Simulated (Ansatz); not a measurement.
# CH5FOSi: the cost of one run

Program: Ansatz 0.2.0. Level of theory: RKS BLYP/def2-SVP. These are calculated values, not measurements.

### Step 1. The structure to begin with

Bond lengths: Si1–H2 1.460 Å, Si1–O3 1.680 Å, O3–C4 1.420 Å, C4–H5 1.110 Å, C4–H6 1.110 Å, C4–H7 1.110 Å, Si1–F8 1.589 Å, Si1–H9 1.459 Å. Angles: H2–Si1–O3 109.4°, H2–Si1–F8 109.5°, H2–Si1–H9 109.5°, O3–Si1–F8 109.5°, O3–Si1–H9 109.5°, F8–Si1–H9 109.5°, Si1–O3–C4 125.0°, O3–C4–H5 109.5°, O3–C4–H6 109.5°, O3–C4–H7 109.5°, H5–C4–H6 109.4°, H5–C4–H7 109.4°, H6–C4–H7 109.4°.

As a file:

```xyz
9

Si    0.0000    0.0000    0.0000
H     0.0000    0.0000    1.4600
O     1.5842    0.0000   -0.5594
C     2.3503   -1.1632   -0.8360
H     1.7187   -1.9052   -1.3675
H     3.2179   -0.8926   -1.4733
H     2.7141   -1.6023    0.1163
F    -0.7489    1.2974   -0.5295
H    -0.6877   -1.1914   -0.4862
```

### Step 2. Relaxing the start

input.yaml

```yaml
crystal:
  periodic: [false, false, false]
  atoms:
    - { symbol: Si, position_ang: [0.0, 0.0, 0.0] }
    - { symbol: H, position_ang: [0.0, 0.0, 1.46] }
    - { symbol: O, position_ang: [1.5842, 0.0, -0.5594] }
    - { symbol: C, position_ang: [2.3503, -1.1632, -0.836] }
    - { symbol: H, position_ang: [1.7187, -1.9052, -1.3675] }
    - { symbol: H, position_ang: [3.2179, -0.8926, -1.4733] }
    - { symbol: H, position_ang: [2.7141, -1.6023, 0.1163] }
    - { symbol: F, position_ang: [-0.7489, 1.2974, -0.5295] }
    - { symbol: H, position_ang: [-0.6877, -1.1914, -0.4862] }
basis:
  gaussian: { orbitals: def2-SVP }
hamiltonian:
  xc: blyp
relax:
  f_tol: 0.02
  max_steps: 40
output:
  orbitals: {}
```

Launch:

```
ansatz run input.yaml --threads 1 --pin off --max-ram 2048MiB --backend cpu --events-out ev --progress --plain --runs-dir out
```

**Question.** How long does this run take on 1 thread of AMD EPYC 9R45 (Zen 5), shared host, and how much memory does it need?

About 18 s, with a peak of 0.16 GiB.
